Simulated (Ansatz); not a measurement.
Geometry optimisation, DFT PBE-D3(BJ), scalar-relativistic, plane waves, PAW in Ansatz.

input.yaml

```yaml
crystal:
  lattice:
    - [7.67918, 0.0, 0.0]
    - [3.83959, 6.650365, 0.0]
    - [0.0, 0.0, 18.418765]
  atoms:
    - { symbol: H, position: [0.16666666, 0.16666666, 0.05429246] }
    - { symbol: H, position: [0.66666664, 0.16666666, 0.05429246] }
    - { symbol: H, position: [0.16666666, 0.66666663, 0.05429246] }
    - { symbol: H, position: [0.66666664, 0.66666663, 0.05429246] }
    - { symbol: Si, position: [0.16666666, 0.16666666, 0.13573114] }
    - { symbol: Si, position: [0.66666664, 0.16666666, 0.13573114] }
    - { symbol: Si, position: [0.16666666, 0.66666663, 0.13573114] }
    - { symbol: Si, position: [0.66666664, 0.66666663, 0.13573114] }
    - { symbol: Si, position: [-0.16666666, 0.33333332, 0.17828302] }
    - { symbol: Si, position: [0.33333332, 0.33333332, 0.17828302] }
    - { symbol: Si, position: [-0.16666666, 0.83333329, 0.17828302] }
    - { symbol: Si, position: [0.33333332, 0.83333329, 0.17828302] }
    - { symbol: Si, position: [-0.16666666, 0.33333332, 0.30593864] }
    - { symbol: Si, position: [0.33333332, 0.33333332, 0.30593864] }
    - { symbol: Si, position: [-0.16666666, 0.83333329, 0.30593864] }
    - { symbol: Si, position: [0.33333332, 0.83333329, 0.30593864] }
    - { symbol: Si, position: [0.0, 0.0, 0.34849052] }
    - { symbol: Si, position: [0.49999998, 0.0, 0.34849052] }
    - { symbol: Si, position: [0.0, 0.49999997, 0.34849052] }
    - { symbol: Si, position: [0.49999998, 0.49999997, 0.34849052] }
    - { symbol: Cl, position: [0.0, 0.49999997, 0.46684807] }
    - { symbol: H, position: [0.11111111, 0.11111111, 0.33165986] }
basis:
  ecutwfc: 420.0
kpoints:
  mp_grid: { grid: [2, 2, 1] }
hamiltonian:
  xc: pbe
  dispersion: d3bj
  pseudopotentials: { kind: paw, azcp: { folder: soft_1 } }
scf:
  occupations: { method: gaussian, width: 0.02 }
  lower_state_search: "off"
relax:
  f_tol: 0.03
  max_steps: 60
  adjacent_minimum: "off"
  constraints: [{ sites: [0, 1, 2, 3, 4, 5, 6, 7] }]
```

Launched with:

```bash
$ ansatz run input.yaml --threads 1 --pin off --max-ram 3072MiB --backend cpu --events-out ev --progress --plain --runs-dir out
```

Q: Where does it end, and by what steps?

A: The run converged. Limits of this set-up: coarse k mesh, thin slab, slab without dipole correction. After 20 steps the energy has fallen by 2.385 eV; H22 moved furthest, 2.44 Å.

```csv
step,energy less start (eV),largest force component (eV/Å),accepted
0,0.0000,1.179,yes
1,-0.4516,1.276,yes
2,-0.7953,0.762,yes
3,-1.0409,0.513,yes
4,-1.2250,0.467,yes
5,-1.3635,0.268,yes
6,-1.4447,0.353,yes
7,-1.5600,0.307,yes
8,-1.6605,0.412,yes
9,-1.7445,0.406,yes
10,-1.8470,0.389,yes
11,-1.9623,0.359,yes
12,-2.0822,0.521,yes
13,-2.2174,0.570,yes
14,-2.3233,0.311,yes
15,-2.3367,0.676,yes
16,-2.3568,0.326,yes
17,-2.3397,0.287,no
18,-2.3818,0.049,yes
19,-2.3846,0.031,yes
20,-2.3850,0.023,yes
```

```xyz
22
Lattice="7.6792 0.0000 0.0000 3.8396 6.6504 0.0000 0.0000 0.0000 18.4188" Properties=species:S:1:pos:R:3
H 1.920 1.108 1.000
H 5.759 1.108 1.000
H 3.840 4.434 1.000
H 7.679 4.434 1.000
Si 1.920 1.108 2.500
Si 5.759 1.108 2.500
Si 3.840 4.434 2.500
Si 7.679 4.434 2.500
Si 0.007 2.245 3.215
Si 3.834 2.219 3.230
Si 1.892 5.535 3.283
Si 5.788 5.504 3.328
Si 0.031 2.417 5.565
Si 3.831 2.251 5.581
Si 1.734 5.691 5.641
Si 5.969 5.856 5.776
Si -0.030 0.097 5.656
Si 3.945 0.228 6.893
Si 1.963 3.481 6.336
Si 5.732 3.584 5.813
Cl 1.957 3.346 8.430
H 0.027 0.008 4.141
```

Whether the end is a true minimum wasn't checked by a vibrational analysis.

The run took 3.9 min on 1 thread of Arm Neoverse V1 (shared host), peak memory 0.91 GiB.
